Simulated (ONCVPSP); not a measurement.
# Tin: generating and testing an ONCV potential

Do these settings give a usable potential? It is generated, then checked for transferability, scattering, ghosts and hardness.

Program: ONCVPSP 4.0.1. Reference atom: PBEsol, fully relativistic, spherical and spin-unpolarised. All values are calculated.

2 further runs of the same task are left out: 2 that didn't finish.

## 1. Settings

The settings as typed:

```json
{"element": "tin (Sn, Z = 50)", "type": "optimised norm-conserving Vanderbilt (ONCV)", "frozen core": "[Kr] 4d10", "valence charge": "4", "reference configuration": "5s1.5 5p2.5", "partial waves": "5s: rc 2.15 bohr, ncon 3, nbas 8, qcut 3 1/bohr, 1 projector; 5p: rc 2.75 bohr, ncon 5, nbas 10, qcut 3.4 1/bohr, 2 projectors, debl 3.5 Ha", "local potential": "polynomial inside 2.00 bohr (lpopt 5, dvloc0 0 Ha)", "core correction": "polynomial model core, fcfact 0.56"}
```

An earlier all-electron run gives the scale for the radii.

All-electron outer shells of the reference configuration (PBEsol, scalar-relativistic, ld1.x):

```tsv
shell	level (eV)	outermost node (bohr)	outermost maximum (bohr)
4p	-90.35	0.41	0.79
4d	-26.55	0.39	0.88
5s	-11.04	0.98	2.01
5p	-4.03	1.09	2.52
```

## 2. The generation run

Input file Sn.dat:

```
# ATOM AND REFERENCE CONFIGURATION
# atsym  z   nc   nv     iexc    psfile
  Sn 50.00    9    2  -116133      upf
#
#   n    l    f
    1    0    2.00
    2    0    2.00
    2    1    6.00
    3    0    2.00
    3    1    6.00
    3    2   10.00
    4    0    2.00
    4    1    6.00
    4    2   10.00
    5    0    1.50
    5    1    2.50
#
# PSEUDOPOTENTIAL AND OPTIMIZATION
# lmax
    1
#
#   l,   rc,      ep,       ncon, nbas, qcut
    0    2.15    0.00    3    8    3.00
    1    2.75    0.00    5   10    3.40
#
# LOCAL POTENTIAL
# lloc, lpopt,  rc(5),   dvloc0
    4    5    2.00    0.00
#
# VANDERBILT-KLEINMAN-BYLANDER PROJECTORs
# l, nproj, debl
    0    1    3.50
    1    2    3.50
#
# MODEL CORE CHARGE
# icmod, fcfact, rcfact
    1    0.56    0.00
#
# LOG DERIVATIVE ANALYSIS
# epsh1, epsh2, depsh
   -2.00    5.00    0.02
#
# OUTPUT GRID
# rlmax, drl
    6.00    0.01
#
# TEST CONFIGURATIONS
# ncnf
    4
# nvcnf
#   n    l    f
    2
    5    0    2.00
    5    1    2.00
#
    2
    5    0    2.00
    5    1    1.00
#
    2
    5    0    2.00
    5    1    0.00
#
    2
    5    0    1.00
    5    1    3.00
#
```

Command:

```sh
oncvpspr.x < Sn.dat > Sn.out
```

Before running it: what results should come out? Wanted: cutoffs for 1 and 0.1 mHa per electron, occupied waves; bound ghosts; GHOST(+) flags; largest test error; largest phase difference near zero energy, channels read; rms error of d²Exc/dn², without and with the model core.

The runs gave:

```
                                                quantity                                      value
  cutoffs for 1 and 0.1 mHa per electron, occupied waves                           8.2 Ha and 40 Ha
                                            bound ghosts                                 none found
                                          GHOST(+) flags  s at 8 eV, p3/2 at 133 eV, p1/2 at 135 eV
                            largest test error (AE − PS)                       -36 meV, for 5s2 5p0
largest phase difference near zero energy, channels read                                  2.969 rad
 rms error of d²Exc/dn², without and with the model core                          9.82 and 1.68 mHa
```

What this shows: The worst unpolarised test, 5s2 5p0, is off by 36 meV on 17.4 eV; by total energies transferability rates as fair. It counts as soft on the atom at that tolerance, with 8.2 Ha needed at the looser tolerance. The tighter tolerance needs 40 Ha, and converged work needs a cutoff nearer that. At the looser tolerance the 5s wave is the slowest; 5p needs 4 Ha. It is free of bound ghosts as far as tested. Near zero energy the largest phase difference among the channels read is 2.97 rad, in the s channel. A step near π is an extra or missing state, not a misfit of shape. The pseudo curves have a pole with no partner nearby in the atom's: s at 0.20 Ha. At positive energy that is a spurious or a displaced resonance. The program also flags highly localised states, GHOST(+) (s, p3/2, p1/2). All of this concerns the isolated atom, not yet a solid.
